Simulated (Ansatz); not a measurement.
# C5H12ClGaO: one species, many methods

The task here is to estimate one member of a computed series from the others.

Computed with Ansatz 0.2.0, Gaussian basis. Level: functionals in def2-TZVPP, the program's frozen cores in correlated methods.

The runs, in order: LDA (SPW92), PBE-D4, revPBE-D4, BLYP-D4, r2SCAN-D4, B97M-V, PBE0-D4, B3LYP-D4, r2SCANh-D4, r2SCAN0-D4, HSE06-D4, BHLYP-D4, CAM-B3LYP-D4, LC-ωPBE, ωB97X-V, ωB97M-V, B2PLYP, PBE-QIDH; CCSD(T)/def2-SVP; CCSD(T)/def2-TZVPP; MP2/def2-QZVPP; extrapolation to the limit; RPA on PBE.

1 further run of the same task is left out (it didn't finish).

### Structure used throughout

An earlier PBE0-D4 in a triple-zeta def2 set relaxation fixed the geometry.

SMILES `CC(C)=[O+][Ga-]([CH3])([CH3])[Cl]`, 20 atoms, charge 0, spin multiplicity 1.

Atoms are counted from 1 here; the program's logs count them from 0.

Bond lengths: C1–C2 1.493 Å, C1–H9 1.090 Å, C1–H10 1.089 Å, C1–H11 1.095 Å, C2–C3 1.491 Å, C2–O4 1.220 Å, C3–H12 1.093 Å, C3–H13 1.088 Å, C3–H14 1.095 Å, O4–Ga5 2.141 Å, Ga5–C6 1.973 Å, Ga5–C7 1.974 Å, Ga5–Cl8 2.196 Å, C6–H15 1.093 Å, C6–H16 1.092 Å, C6–H17 1.092 Å, C7–H18 1.092 Å, C7–H19 1.093 Å and more. Angles: C2–C1–H9 111.6°, C2–C1–H10 111.1°, C2–C1–H11 107.7°, H9–C1–H10 110.7°, H9–C1–H11 107.6°, H10–C1–H11 108.0°, C1–C2–C3 118.0°, C1–C2–O4 122.3°, C3–C2–O4 119.7°, C2–C3–H12 110.3°, C2–C3–H13 110.7°, C2–C3–H14 108.7°, H12–C3–H13 110.8°, H12–C3–H14 106.6°, H13–C3–H14 109.6°, C2–O4–Ga5 130.9°, O4–Ga5–C6 99.9°, O4–Ga5–C7 100.1° and more.

Set-up of the first run:

in.yaml

```yaml
crystal:
  periodic: [false, false, false]
  atoms:
    - {symbol: C, position_ang: [1.506384, 0.833949, -0.141899]}
    - {symbol: C, position_ang: [1.180623, -0.317234, 0.751551]}
    - {symbol: C, position_ang: [2.252796, -0.829089, 1.652154]}
    - {symbol: O, position_ang: [0.074769, -0.832128, 0.775003]}
    - {symbol: Ga, position_ang: [-1.710772, -0.370457, -0.313433]}
    - {symbol: C, position_ang: [-2.026296, 1.471672, 0.320174]}
    - {symbol: C, position_ang: [-1.170898, -0.945889, -2.122760]}
    - {symbol: Cl, position_ang: [-2.983048, -1.846924, 0.699333]}
    - {symbol: H, position_ang: [2.563237, 0.847156, -0.409112]}
    - {symbol: H, position_ang: [0.883779, 0.825027, -1.035009]}
    - {symbol: H, position_ang: [1.292199, 1.754841, 0.411417]}
    - {symbol: H, position_ang: [2.739984, -0.000025, 2.171898]}
    - {symbol: H, position_ang: [1.848032, -1.545885, 2.363036]}
    - {symbol: H, position_ang: [3.022695, -1.311833, 1.041401]}
    - {symbol: H, position_ang: [-1.394003, 2.207088, -0.183424]}
    - {symbol: H, position_ang: [-3.067478, 1.745470, 0.134452]}
    - {symbol: H, position_ang: [-1.858849, 1.539682, 1.397360]}
    - {symbol: H, position_ang: [-0.612777, -1.883245, -2.073722]}
    - {symbol: H, position_ang: [-0.566109, -0.203862, -2.650331]}
    - {symbol: H, position_ang: [-2.066069, -1.128915, -2.721790]}
basis:
  gaussian: {orbitals: def2-TZVPP}
hamiltonian: {xc: lda}
output: {orbitals: {seedname: orbitals}}
```

Among the steps run: LDA; PBE-D4 (GGA); revPBE-D4 (GGA); BLYP-D4 (GGA); r2SCAN-D4 (meta-GGA); B97M-V (meta-GGA); PBE0-D4 (hybrid); B3LYP-D4 (hybrid); r2SCANh-D4 (hybrid); r2SCAN0-D4 (hybrid); HSE06-D4 (hybrid); BHLYP-D4 (hybrid); CAM-B3LYP-D4 (range-separated); LC-ωPBE (range-separated); ωB97X-V (range-separated); ωB97M-V (range-separated); B2PLYP (double hybrid); PBE-QIDH (double hybrid).

One of the session's tables, all rows but one given; the rest of the session is left out.

It belongs to the step «Orbital energies across the functionals». 

| functional | HOMO (eV) | LUMO (eV) | gap (eV) |
| --- | --- | --- | --- |
| LDA (SPW92) | -5.86 | -3.14 | 2.72 |
| PBE-D4 | ? | ? | ? |
| revPBE-D4 | -5.66 | -2.85 | 2.81 |
| BLYP-D4 | -5.56 | -2.82 | 2.74 |
| r2SCAN-D4 | -5.99 | -2.71 | 3.28 |
| B97M-V | -6.08 | -2.60 | 3.47 |
| PBE0-D4 | -6.97 | -1.82 | 5.15 |
| B3LYP-D4 | -6.73 | -2.09 | 4.64 |
| r2SCANh-D4 | -6.46 | -2.30 | 4.16 |
| r2SCAN0-D4 | -7.16 | -1.69 | 5.47 |
| HSE06-D4 | -6.58 | -2.21 | 4.37 |
| BHLYP-D4 | -8.11 | -0.58 | 7.52 |
| CAM-B3LYP-D4 | -8.30 | -0.61 | 7.69 |
| LC-ωPBE | -9.68 | 0.62 | 10.30 |
| ωB97X-V | -9.32 | 0.53 | 9.85 |
| ωB97M-V | -9.18 | 0.44 | 9.63 |

**Question.** Estimate the row for PBE-D4.

As computed: HOMO (eV): -5.71; LUMO (eV): -2.93; gap (eV): 2.78. In the column «HOMO (eV)» it lies between LDA (SPW92) (-5.86) and revPBE-D4 (-5.66).
